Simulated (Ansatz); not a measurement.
# C₃H₉GaO: how energies converge with the basis set

How large a basis does C₃H₉GaO need? Two functionals are run in growing sets.

Computed with Ansatz 0.2.0, Gaussian basis. Level: one geometry, several basis sets.

Plan: PBE0-D4/def2-SVP; ωB97M-V/def2-SVP; PBE0-D4/def2-QZVPP; ωB97M-V/def2-QZVPP; the functionals' def2-TZVPP values are taken from earlier runs.

## Step 1: Structure used throughout

The geometry comes from an earlier relaxation with PBE0-D4 in a triple-zeta def2 set; it is a stationary point, not always the lowest conformer.

14 atoms, charge 0, spin multiplicity 1.

Atoms are counted from 1 here; the program's logs count them from 0.

Bond lengths: C1–O2 1.389 Å, C1–H6 1.097 Å, C1–H7 1.098 Å, C1–H8 1.097 Å, O2–Ga3 1.789 Å, C4–C5 1.518 Å, C4–H9 1.094 Å, C4–H10 1.093 Å, C4–H11 1.094 Å, C5–H12 1.093 Å, C5–H13 1.092 Å, C5–H14 1.092 Å. Angles: O2–C1–H6 110.6°, O2–C1–H7 111.8°, O2–C1–H8 110.9°, H6–C1–H7 107.8°, H6–C1–H8 107.8°, H7–C1–H8 107.7°, C1–O2–Ga3 160.4°, C5–C4–H9 111.4°, C5–C4–H10 111.5°, C5–C4–H11 111.5°, H9–C4–H10 107.3°, H9–C4–H11 107.7°, H10–C4–H11 107.2°, C4–C5–H12 111.5°, C4–C5–H13 111.4°, C4–C5–H14 111.3°, H12–C5–H13 107.7°, H12–C5–H14 107.2° and more.

Geometry (Å):

```
C    -1.9472   -0.9517    0.5993
O    -0.8805   -1.7272    1.0340
Ga    0.7743   -2.3949    1.1660
C     1.3324    0.4195   -1.0598
C     0.8683    1.3913    0.0102
H    -2.8392   -1.5714    0.4480
H    -1.7245   -0.4465   -0.3495
H    -2.1968   -0.1798    1.3377
H     0.5447   -0.2925   -1.3213
H     1.6183    0.9398   -1.9771
H     2.2028   -0.1546   -0.7297
H     0.5677    0.8689    0.9219
H     1.6587    2.0964    0.2774
H     0.0079    1.9732   -0.3283
```

## Step 2: PBE0-D4 in def2-SVP

in.yaml reads:

```yaml
crystal:
  periodic: [false, false, false]
  atoms:
    - {symbol: C, position_ang: [-1.947207, -0.951658, 0.599271]}
    - {symbol: O, position_ang: [-0.880543, -1.727153, 1.034020]}
    - {symbol: Ga, position_ang: [0.774295, -2.394875, 1.165994]}
    - {symbol: C, position_ang: [1.332448, 0.419524, -1.059835]}
    - {symbol: C, position_ang: [0.868292, 1.391257, 0.010221]}
    - {symbol: H, position_ang: [-2.839243, -1.571368, 0.447970]}
    - {symbol: H, position_ang: [-1.724549, -0.446463, -0.349493]}
    - {symbol: H, position_ang: [-2.196767, -0.179781, 1.337750]}
    - {symbol: H, position_ang: [0.544726, -0.292495, -1.321254]}
    - {symbol: H, position_ang: [1.618271, 0.939850, -1.977085]}
    - {symbol: H, position_ang: [2.202788, -0.154626, -0.729680]}
    - {symbol: H, position_ang: [0.567736, 0.868899, 0.921894]}
    - {symbol: H, position_ang: [1.658732, 2.096384, 0.277397]}
    - {symbol: H, position_ang: [0.007921, 1.973205, -0.328269]}
basis:
  gaussian: {orbitals: def2-SVP}
hamiltonian: {xc: pbe0, dispersion: d4}
output: {orbitals: {seedname: orbitals}}
```

After this run come: ωB97M-V in def2-SVP; PBE0-D4 in def2-QZVPP; ωB97M-V in def2-QZVPP.

Q: Predict the results of all the runs planned. Wanted: PBE0-D4: double and triple zeta above quadruple; ωB97M-V: double and triple zeta above quadruple.

The runs gave:

| quantity | value |
| --- | --- |
| PBE0-D4: double and triple zeta above quadruple | 14.25, 1.49 eV |
| ωB97M-V: double and triple zeta above quadruple | 14.51, 1.46 eV |

**Reading.** For PBE0-D4 the step from double to triple zeta gains 12.76 eV and the next only 1.49 eV. These are total energies; as a rule much of such shifts cancels in differences, which this series doesn't test.
